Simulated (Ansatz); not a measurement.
**C2H3ClNSb: harmonic frequencies at the relaxed geometry, by script**

Aim: harmonic frequencies at the relaxed geometry, for C2H3ClNSb, run from a script. SMILES: N=C=[CH][SbH][Cl].

Computed with the Python package of Ansatz 0.2.0. Level of theory: PBE0+D4/def2-SVP.

## 1. The system

Bond lengths: N1–C2 1.240 Å, C2–C3 1.278 Å, C3–Sb4 2.219 Å, Sb4–Cl5 2.399 Å, N1–H6 0.990 Å, C3–H7 1.088 Å, Sb4–H8 1.776 Å. Angles: N1–C2–C3 177.9°, C2–N1–H6 125.9°, C2–C3–Sb4 121.1°, C2–C3–H7 123.9°, Sb4–C3–H7 114.9°, C3–Sb4–Cl5 90.6°, C3–Sb4–H8 89.4°, Cl5–Sb4–H8 91.4°.

The script holds or builds the structure itself.

## 2. The code

File c2h3clnsb.py:

```python
# -*- coding: utf-8 -*-
"""Vibrations and zero-point energy of C2H3ClNSb."""

import itertools
import logging
import sys

import ansatz
from ase import Atoms
from ase.data import atomic_numbers, covalent_radii
from ase.thermochemistry import IdealGasThermo
import numpy as np

logging.basicConfig(stream=sys.stdout, format="%(levelname)s:%(name)s:%(message)s")
log = logging.getLogger("ansatz_job")
log.setLevel(logging.INFO)


def main():
    geometry_ang = [
        ("N", [-2.1776, -0.1489, 0.2348]),
        ("C", [-1.0699, 0.409, 0.2319]),
        ("C", [0.0918, 0.9411, 0.2288]),
        ("Sb", [1.9168, -0.2876, 0.5177]),
        ("Cl", [2.4408, -0.1011, -1.8156]),
        ("H", [-2.3348, -1.1259, 0.2112]),
        ("H", [0.2714, 2.0072, 0.106]),
        ("H", [0.9535, -1.7509, 0.2292]),
    ]
    system = ansatz.Crystal.molecule()
    for symbol, xyz in geometry_ang:
        system = system.atom(symbol, xyz)

    job = (
        system.calculation()
        .basis(gaussian="def2-SVP")  # atom-centred Gaussian functions
        .functional("pbe0", dispersion="d4")
    )
    symbols = [site.symbol for site in system.cartesian_sites]
    start = np.array([site.position_ang for site in system.cartesian_sites], dtype=float)
    report = job.relax(force_tolerance=0.003).run().report
    end = np.array(report["positions_ang"])

    # pairs closer than 1.2 times the sum of covalent radii, before or after
    radius = [covalent_radii[atomic_numbers[s]] for s in symbols]
    span = lambda where, i, j: np.linalg.norm(where[i] - where[j])
    bonded = [(i, j) for i, j in itertools.combinations(range(len(symbols)), 2) if min(span(start, i, j), span(end, i, j)) < 1.2 * (radius[i] + radius[j])]
    log.info("pair        before    after (A)")
    for i, j in bonded:
        print(f"{symbols[i]}{i}-{symbols[j]}{j}".ljust(10), f"{span(start, i, j):8.4f} {span(end, i, j):8.4f}")
    for first, second in list(itertools.combinations(bonded, 2)):
        shared = set(first) & set(second)
        if shared and symbols[(j := shared.pop())] != "H":
            i, k = sorted((set(first) | set(second)) - {j})
            u, v = end[i] - end[j], end[k] - end[j]
            angle = np.degrees(np.arccos(np.clip(u @ v / np.linalg.norm(u) / np.linalg.norm(v), -1, 1)))
            log.info(f"final angle {symbols[i]}{i}-{symbols[j]}{j}-{symbols[k]}{k}: {angle:.2f} deg")

    # same settings at the minimum
    minimum = ansatz.Crystal.molecule()
    for symbol, place in zip(symbols, end):
        minimum = minimum.atom(symbol, place.tolist())
    vibrating = (
        minimum.calculation()
        .basis(gaussian="def2-SVP")
        .functional("pbe0", dispersion="d4")
        .phonons(temperatures=(100, 500, 100))
    )
    vib = vibrating.run().report["vibrations"]
    sums = vib["harmonic_sums"]
    modes = [m["omega_inv_cm"] for m in sums["modes_at_gamma"] if m["rigid_motion"] == "no"]
    print("frequencies (1/cm):", " ".join(f"{w:.0f}" for w in modes))
    print("imaginary modes:", sum(w < 0 for w in modes), " zero-point energy:", round(sums["zero_point_energy_ev"], 4), "eV")
    # rigid rotor and ideal gas, symmetry number taken as one
    gas = IdealGasThermo(vib_energies=[w / 8065.544 for w in modes if w > 0], geometry="linear" if len(modes) == 3 * len(symbols) - 5 else "nonlinear",
                         atoms=Atoms(symbols, positions=end), symmetrynumber=1, spin=0.0)
    log.info(f"H(298 K) - E = {gas.get_enthalpy(298.15, verbose=False):.4f} eV")
    log.info(f"S(298 K, 1 bar) = {96485.33 * gas.get_entropy(298.15, 1e5, verbose=False):.1f} J/(mol K) with symmetry number 1")


if __name__ == "__main__":
    main()
```

## 3. The calls as engine input

The package turns the script's settings into the engine's input (first run):

```yaml
crystal:
  periodic: [false, false, false]
  atoms:
    - { symbol: "N", position_ang: [-2.1776, -0.1489, 0.2348] }
    - { symbol: C, position_ang: [-1.0699, 0.409, 0.2319] }
    - { symbol: C, position_ang: [0.0918, 0.9411, 0.2288] }
    - { symbol: Sb, position_ang: [1.9168, -0.2876, 0.5177] }
    - { symbol: Cl, position_ang: [2.4408, -0.1011, -1.8156] }
    - { symbol: H, position_ang: [-2.3348, -1.1259, 0.2112] }
    - { symbol: H, position_ang: [0.2714, 2.0072, 0.106] }
    - { symbol: H, position_ang: [0.9535, -1.7509, 0.2292] }
basis:
  gaussian:
    orbitals: def2-SVP
hamiltonian:
  xc: pbe0
  dispersion: d4
relax:
  f_tol: 0.003
```

## 4. Launch

Launch:

```
python c2h3clnsb.py
```

Q: Predict the main results. Wanted: moves of the relaxation of run 1; energy gained in run 1; last largest force component of run 1; highest frequency; imaginary modes; zero-point energy.

As calculated:

| quantity | value |
| --- | --- |
| runs compared | 2 |
| moves of the relaxation of run 1 | 19 |
| energy gained in run 1 | 0.962 eV |
| last largest force component of run 1 | 0.0023 eV/Å |
| highest frequency | 3571 cm⁻¹ |
| imaginary modes | 0 |
| zero-point energy | 1.180 eV |

**Reading.** Run 1: The relaxation took 19 moves; the largest shift is 0.790 Å, of atom 6 (H). All frequencies are real, so the geometry is a minimum. The values are harmonic; measured fundamentals also hold anharmonic shifts, mostly downward for stretches. The frequencies are harmonic and unscaled, in a modest basis. def2 sets replace the cores of elements past krypton by effective core potentials. The result belongs to the one conformer reached from this start, and soft torsions count as harmonic oscillators. The entropy takes a symmetry number of 1; a symmetric molecule's is lower by R ln(sigma).
